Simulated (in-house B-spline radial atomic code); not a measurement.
# Os²⁺: excited configurations

How much energy does it take to promote electrons of Os²⁺ to other shells? Each configuration is solved by itself and compared with the reference.

Method: scalar-relativistic (spin-free one-electron X2C) AM05, spin-polarised, spherical fractional occupations, Fermi nucleus, basis-set limit. Code: in-house B-spline radial atomic code version 1.

**1. What is computed**

* element: osmium (Z = 76)
* charge: +2
* electrons: 74
* configuration: [Xe] 4f14 5d6
* Hamiltonian: scalar-relativistic (X2C)
* nucleus: Fermi, rms radius 5.413 fm

Outer shells as boxes (Hund's rule):

[Xe] 4f14 5d6
```
[Xe] core
4f [↑↓][↑↓][↑↓][↑↓][↑↓][↑↓][↑↓]
5d [↑↓][↑ ][↑ ][↑ ][↑ ]
```

Where spins are not typed, each open shell is filled with up spins first.

**2. The reference configuration**

Input settings:

```ini
Z = 76
electrons = 74.0
configuration = [Xe] 4f14 5d6
hamiltonian = x2c
method = am05
spin_polarised = True
nucleus = fermi
rms_radius = 5.4126
mass_number = 192
atomic_mass = 191.961478765
speed_of_light = 137.035999084
```

**3. Run with [Kr] 4d9 4f14 5s2 5p6 5d6 6p1**

Settings: those of step 2 with these lines changed.

```diff
@@ -2,3 +2,3 @@
 electrons = 74.0
-configuration = [Xe] 4f14 5d6
+configuration = [Kr] 4d9 4f14 5s2 5p6 5d6 6p1
 hamiltonian = x2c
```

**4. Configuration [Xe] 4f13 5d6 6d1**

Settings: those of step 3 with these lines changed.

```diff
@@ -2,3 +2,3 @@
 electrons = 74.0
-configuration = [Kr] 4d9 4f14 5s2 5p6 5d6 6p1
+configuration = [Xe] 4f13 5d6 6d1
 hamiltonian = x2c
```

**5. Configuration [Kr] 4d10 4f14 5s2 5p5 5d6 6f1**

Settings: those of step 4 with these lines changed.

```diff
@@ -2,3 +2,3 @@
 electrons = 74.0
-configuration = [Xe] 4f13 5d6 6d1
+configuration = [Kr] 4d10 4f14 5s2 5p5 5d6 6f1
 hamiltonian = x2c
```

**6. Run with [Kr] 4d9 4f14 5s2 5p6 5d7**

Settings: those of step 5 with these lines changed.

```diff
@@ -2,3 +2,3 @@
 electrons = 74.0
-configuration = [Kr] 4d10 4f14 5s2 5p5 5d6 6f1
+configuration = [Kr] 4d9 4f14 5s2 5p6 5d7
 hamiltonian = x2c
```

**7. [Kr] 4d10 4f14 5s2 5p5 5d6 6s1**

Settings: those of step 6 with these lines changed.

```diff
@@ -2,3 +2,3 @@
 electrons = 74.0
-configuration = [Kr] 4d9 4f14 5s2 5p6 5d7
+configuration = [Kr] 4d10 4f14 5s2 5p5 5d6 6s1
 hamiltonian = x2c
```

Q: How far above the reference does each configuration lie (order and size, in eV)?

**Answer**, as computed:

| net move | configuration | 2|M_S|+1 | energy above the reference (eV) | largest <r> (bohr) |
| --- | --- | --- | --- | --- |
| 5p → 6s | [Kr] 4d10 4f14 5s2 5p5 5d6 6s1 | 7 | 46.445 | 2.50 |
| 5p → 6f | [Kr] 4d10 4f14 5s2 5p5 5d6 6f1 | 7 | 68.168 | 8.80 |
| 4f → 6d | [Xe] 4f13 5d6 6d1 | 7 | 69.156 | 4.64 |
| 4d → 5d | [Kr] 4d9 4f14 5s2 5p6 5d7 | 5 | 272.24 | 1.64 |
| 4d → 6p | [Kr] 4d9 4f14 5s2 5p6 5d6 6p1 | 7 | 281.70 | 3.06 |

The energies run from 46.445 eV (5p → 6s) to 281.70 eV (4d → 6p). 5 of them lie more than 60 % above minus the reference's highest level (21.242 eV), in the range where a state can decay by emitting an electron. The reference has 2|M_S|+1 = 5; 4 of the configurations differ from it in spin. These are spherical averages at the typed spins, not spectroscopic levels.
